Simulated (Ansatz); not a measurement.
# CCl₂FGeNO: basis-set convergence

An exercise on one series of results from a longer session: the logs are not shown, and one member is left open.

Method: one geometry, several basis sets; program: Ansatz 0.2.0, Gaussian basis.

Plan: PBE0-D4/def2-SVP; ωB97M-V/def2-SVP; PBE0-D4/def2-QZVPP; ωB97M-V/def2-QZVPP; the functionals' def2-TZVPP values are taken from earlier runs.

## The geometry

All runs share one geometry, relaxed beforehand with PBE0-D4 in a triple-zeta def2 set.

SMILES `O=C=[N][Ge]([F])([Cl])[Cl]`, 7 atoms, charge 0, spin multiplicity 1.

Atoms are counted from 1 here; the program's logs count them from 0.

Bond lengths: O1–C2 1.158 Å, C2–N3 1.207 Å, N3–Ge4 1.793 Å, Ge4–F5 1.706 Å, Ge4–Cl6 2.108 Å, Ge4–Cl7 2.108 Å. Angles: O1–C2–N3 175.8°, C2–N3–Ge4 136.7°, N3–Ge4–F5 105.7°, N3–Ge4–Cl6 111.8°, N3–Ge4–Cl7 111.8°, F5–Ge4–Cl6 108.1°, F5–Ge4–Cl7 108.1°, Cl6–Ge4–Cl7 111.2°.

The first run:

File in.yaml:

```yaml
crystal:
  periodic: [false, false, false]
  atoms:
    - {symbol: O, position_ang: [-2.260434, 1.297316, 1.380033]}
    - {symbol: C, position_ang: [-1.598896, 0.608669, 0.725544]}
    - {symbol: N, position_ang: [-0.983129, -0.152316, 0.018758]}
    - {symbol: Ge, position_ang: [0.731597, -0.411500, -0.436554]}
    - {symbol: F, position_ang: [0.727100, -1.732471, -1.516743]}
    - {symbol: Cl, position_ang: [1.912191, -0.933923, 1.229697]}
    - {symbol: Cl, position_ang: [1.532770, 1.256226, -1.446534]}
basis:
  gaussian: {orbitals: def2-SVP}
hamiltonian: {xc: pbe0, dispersion: d4}
output: {orbitals: {seedname: orbitals}}
```

Steps of the session up to this table: PBE0-D4 in def2-SVP; ωB97M-V in def2-SVP; PBE0-D4 in def2-QZVPP; ωB97M-V in def2-QZVPP.

One table of the session follows, with a row left open; its other results are not shown here.

It belongs to the step «Density functionals: the series». 

| functional | basis | HOMO (eV) |
| --- | --- | --- |
| PBE0-D4 | def2-SVP | -9.43 |
| PBE0-D4 | def2-TZVPP | -9.51 |
| PBE0-D4 | def2-QZVPP | -9.53 |
| ωB97M-V | def2-SVP | -11.62 |
| ωB97M-V | def2-TZVPP | -11.74 |
| ωB97M-V | def2-QZVPP | ? |

Estimate the missing values for ωB97M-V, def2-QZVPP.

The run gave: HOMO (eV): -11.77. In the column «HOMO (eV)» it is the lowest.
